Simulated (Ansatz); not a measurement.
# C4H12O3Si: the cost of one run

All numbers below are computed with Ansatz 0.2.0 (RKS PBE0-D4/STO-3G).

### Step 1. The system as given

Bond lengths (14 of 19 bonds, heavy atoms first): Si1–C2 1.870 Å, Si1–O6 1.680 Å, O6–C7 1.420 Å, Si1–O11 1.679 Å, O11–C12 1.420 Å, Si1–O16 1.679 Å, O16–C17 1.420 Å, C2–H3 1.110 Å, C2–H4 1.110 Å, C2–H5 1.110 Å, C7–H8 1.110 Å, C7–H9 1.110 Å, C7–H10 1.110 Å, C12–H13 1.110 Å. Angles (14 of 33 angles, heavy atoms first): C2–Si1–O6 109.4°, C2–Si1–O11 109.5°, C2–Si1–O16 109.5°, O6–Si1–O11 109.5°, O6–Si1–O16 109.5°, O11–Si1–O16 109.5°, Si1–O6–C7 125.0°, Si1–O11–C12 125.0°, Si1–O16–C17 125.0°, Si1–C2–H3 109.5°, Si1–C2–H4 109.5°, Si1–C2–H5 109.5°, O6–C7–H8 109.5°, O6–C7–H9 109.5°.

Coordinates:

```xyz
20

Si    0.0000    0.0000    0.0000
C     0.0000    0.0000    1.8700
H    -0.9996   -0.3092    2.2405
H     0.7676   -0.7111    2.2405
H     0.2320    1.0203    2.2405
O     1.5842    0.0000   -0.5594
C     2.3503   -1.1632   -0.8360
H     1.7187   -1.9052   -1.3675
H     3.2179   -0.8926   -1.4733
H     2.7141   -1.6023    0.1163
O    -0.7913    1.3709   -0.5594
C    -2.1512    1.4177   -0.9653
H    -2.7687    0.8215   -0.2614
H    -2.5023    2.4707   -0.9639
H    -2.2473    0.9975   -1.9882
O    -0.7913   -1.3709   -0.5594
C    -1.5365   -2.2685    0.2501
H    -1.2251   -2.1576    1.3097
H    -2.6187   -2.0400    0.1571
H    -1.3490   -3.3106   -0.0830
```

### Step 2. Relaxing the start

input.yaml reads:

```yaml
crystal:
  periodic: [false, false, false]
  atoms:
    - { symbol: Si, position_ang: [0.0, 0.0, 0.0] }
    - { symbol: C, position_ang: [0.0, 0.0, 1.87] }
    - { symbol: H, position_ang: [-0.9996, -0.3092, 2.2405] }
    - { symbol: H, position_ang: [0.7676, -0.7111, 2.2405] }
    - { symbol: H, position_ang: [0.232, 1.0203, 2.2405] }
    - { symbol: O, position_ang: [1.5842, 0.0, -0.5594] }
    - { symbol: C, position_ang: [2.3503, -1.1632, -0.836] }
    - { symbol: H, position_ang: [1.7187, -1.9052, -1.3675] }
    - { symbol: H, position_ang: [3.2179, -0.8926, -1.4733] }
    - { symbol: H, position_ang: [2.7141, -1.6023, 0.1163] }
    - { symbol: O, position_ang: [-0.7913, 1.3709, -0.5594] }
    - { symbol: C, position_ang: [-2.1512, 1.4177, -0.9653] }
    - { symbol: H, position_ang: [-2.7687, 0.8215, -0.2614] }
    - { symbol: H, position_ang: [-2.5023, 2.4707, -0.9639] }
    - { symbol: H, position_ang: [-2.2473, 0.9975, -1.9882] }
    - { symbol: O, position_ang: [-0.7913, -1.3709, -0.5594] }
    - { symbol: C, position_ang: [-1.5365, -2.2685, 0.2501] }
    - { symbol: H, position_ang: [-1.2251, -2.1576, 1.3097] }
    - { symbol: H, position_ang: [-2.6187, -2.04, 0.1571] }
    - { symbol: H, position_ang: [-1.349, -3.3106, -0.083] }
basis:
  gaussian: { orbitals: STO-3G }
hamiltonian:
  xc: pbe0
  dispersion: d4
relax:
  f_tol: 0.02
  max_steps: 40
output:
  orbitals: {}
```

The run is started by

```console
ansatz run input.yaml --threads 1 --pin off --max-ram 2048MiB --backend cpu --events-out ev --progress --plain --runs-dir out
```

**Question.** How long does this run take on 1 thread of Arm Neoverse V2, shared host, and how much memory does it need?

About 88 s, with a peak of 0.16 GiB.
